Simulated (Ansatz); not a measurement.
# Si: the cost of one run

Computed with Ansatz 0.2.0 (DFT r2SCAN, scalar-relativistic, plane waves, PAW, unless a step's input says otherwise).

2 further runs of the same task are left out: 2 set aside as unsound or not needed.

## Step 1: The system as given

The structure is hexagonal, space group P6_3/mmc (No. 194). The conventional cell has a = 2.639 Å, b = 2.639 Å, c = 4.553 Å, α = 90.00°, β = 90.00°, γ = 120.00°. Si (site symmetry -6m2) is surrounded by 12 Si at 2.64 to 2.74 Å.

Coordinates:

```
Si
1.0
    -2.63919    0.00000    0.00000
    -1.31960   -2.28561    0.00000
     0.00000    0.00000   13.65947
Si
6
Cartesian
  -1.3196 -0.7619 1.1383
  -1.3196 -0.7619 5.6914
  -1.3196 -0.7619 10.2446
  -2.6392 -1.5237 3.4149
  -2.6392 -1.5237 7.9680
  -2.6392 -1.5237 12.5212
```

It goes back to an entry of the Materials Project, which need not be the stable form.

It is built from the cell relaxed beforehand with the same method (13.73 Å³/atom).

## Step 2: Zero of the scan

Contents of input.yaml:

```yaml
crystal:
  lattice:
    - [-2.6391948715, 0.0, 0.0]
    - [-1.3195974358, -2.2856098043, 0.0]
    - [0.0, 0.0, 13.6594726067]
  atoms:
    - { symbol: Si, position: [0.3333333333, 0.3333333333, 0.0833333333] }
    - { symbol: Si, position: [0.3333333333, 0.3333333333, 0.4166666667] }
    - { symbol: Si, position: [0.3333333333, 0.3333333333, 0.75] }
    - { symbol: Si, position: [0.6666666667, 0.6666666667, 0.25] }
    - { symbol: Si, position: [0.6666666667, 0.6666666667, 0.5833333333] }
    - { symbol: Si, position: [0.6666666667, 0.6666666667, 0.9166666667] }
basis:
  ecutwfc: 500
kpoints:
  mp_grid: { grid: [25, 25, 5] }
hamiltonian:
  xc: r2scan
scf:
  occupations: { method: gaussian, width: 0.15 }
output:
  forces: true
  stress: true
  eigenvalues: true
```

The run is started by

```
$ ansatz run input.yaml --threads 2 --pin off --max-ram 5120MiB --backend cpu --events-out ev --progress --plain --runs-dir out
```

Q: Estimate wall time and peak memory on 2 threads of Intel Xeon 6975P-C (Granite Rapids), shared host.

About 11 s, with a peak of 0.82 GiB.
